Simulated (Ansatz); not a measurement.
The system is Te2Au.

```
Au Te
1.0
     3.59735   -2.20730    0.00000
     3.59735    2.20730    0.00000
    -0.00336    0.00000    5.07030
Au Te
1 2
Direct
  0.00000 0.00000 0.00000
  0.31065 0.31065 0.71167
  0.68935 0.68935 0.28833
```

```yaml
Program: Ansatz 0.2.0
Task: relaxation of cell and atoms
Functional: PBE
Dispersion: D3(BJ)
Potentials_or_basis: Ansatz PAW
Cutoff: "420 eV (not typed: the program's choice for these potentials)"
k_mesh: 7 × 7 × 5
Occupations: fermi-dirac, width 0.05 eV
Spin: no spin polarisation
```

At the start: volume 26.84 Å³/atom.

Question: Where does the relaxation end?

Answer: It ends after 7 steps and the volume is 25.53 Å³/atom (-4.9 %); space group C2/m (No. 12, to 0.05 Å).

The path:
| step | energy change (eV) | largest force (eV/Å) | volume (Å³) |
| --- | --- | --- | --- |
| 1 | 0.0000 | 0.2763 | 80.52 |
| 2 | -0.0544 | 0.1840 | 78.40 |
| 3 | -0.0893 | 0.0872 | 77.54 |
| 4 | -0.0955 | 0.0330 | 76.77 |
| 5 | -0.0958 | 0.0169 | 76.63 |
| 6 | -0.0959 | 0.0014 | 76.60 |
| 7 | -0.0950 | 0.0012 | 76.60 |

Final structure:
```xyz
3
Lattice="3.6091 -2.0750 0.0168 3.6091 2.0750 0.0168 0.0204 0.0000 5.1147" Properties=species:S:1:pos:R:3 pbc="T T T"
Au    0.0000    0.0000    0.0000
Te    2.3671    0.0000    3.6297
Te    4.8715    0.0000    1.5186
```

Caveat: the plane-wave basis is chosen anew once the cell has moved, so the energies of steps on either side of that aren't comparable.
